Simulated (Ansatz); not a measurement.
Mn2FeSe3:

```xyz
6
Lattice="3.5257 0.0000 0.0000 -1.7629 3.0534 0.0000 0.0000 0.0000 8.5645" Properties=species:S:1:pos:R:3 pbc="T T T"
Se    0.0000    0.0000    4.2823
Se    1.7629    1.0178    7.1891
Se    0.0000    2.0356    1.3754
Fe    0.0000    0.0000    0.0000
Mn    1.7629    1.0178    2.8538
Mn    0.0000    2.0356    5.7107
```

The cell comes from a database or a generator and needn't be the stable form of this composition.

Alike in all runs: program Ansatz 0.2.0; functional PBE; potentials or basis Ansatz PAW; cutoff 420 eV (not typed: the program's choice for these potentials); k mesh 9 × 9 × 3; occupations fermi-dirac, width 0.05 eV.

**Question.** Only the start or the spin constraint differs. Which run ends lowest in energy?
A. collinear spin, random start of up to 2.35 μB
B. collinear spin, ferromagnetic start of up to 4 μB
C. no spin polarisation
D. collinear spin, antiferromagnetic start of up to 4 μB
E. collinear spin, ferrimagnetic start of up to 4 μB

**Answer.** B.

```csv
start,free energy over the lowest (meV/atom),net moment (μB),site or absolute moments (μB),gap
"collinear spin, random start of up to 2.35 μB",8.9,2.51,"Se -0.00, +0.01, +0.03; Fe +2.44; Mn +3.52, -3.60",none (metal or under the smearing width)
no spin polarisation,456.4,-,-,none (metal or under the smearing width)
"collinear spin, ferrimagnetic start of up to 4 μB",8.9,2.51,"Se -0.00, +0.03, +0.01; Fe +2.44; Mn -3.60, +3.52",none (metal or under the smearing width)
"collinear spin, antiferromagnetic start of up to 4 μB",8.9,2.51,"Se -0.00, +0.03, +0.01; Fe +2.44; Mn -3.60, +3.52",none (metal or under the smearing width)
"collinear spin, ferromagnetic start of up to 4 μB",0.0,4.57,"Se +0.04, -0.04; Fe -2.74; Mn +3.46",none (metal or under the smearing width)
```

The spin-polarised runs without a constraint all converged, yet they end up to 9 meV/atom apart: a converged run can sit in a state that isn't the lowest. Allowing spin polarisation gains 456 meV/atom. A still lower state may exist.

Caveats: the cell is far from rest, so the order of the states can change on relaxing; semilocal functionals often make such compounds metallic where correlation or magnetic order opens a gap, which also shifts bond lengths; the starting moments weren't kept (some runs).
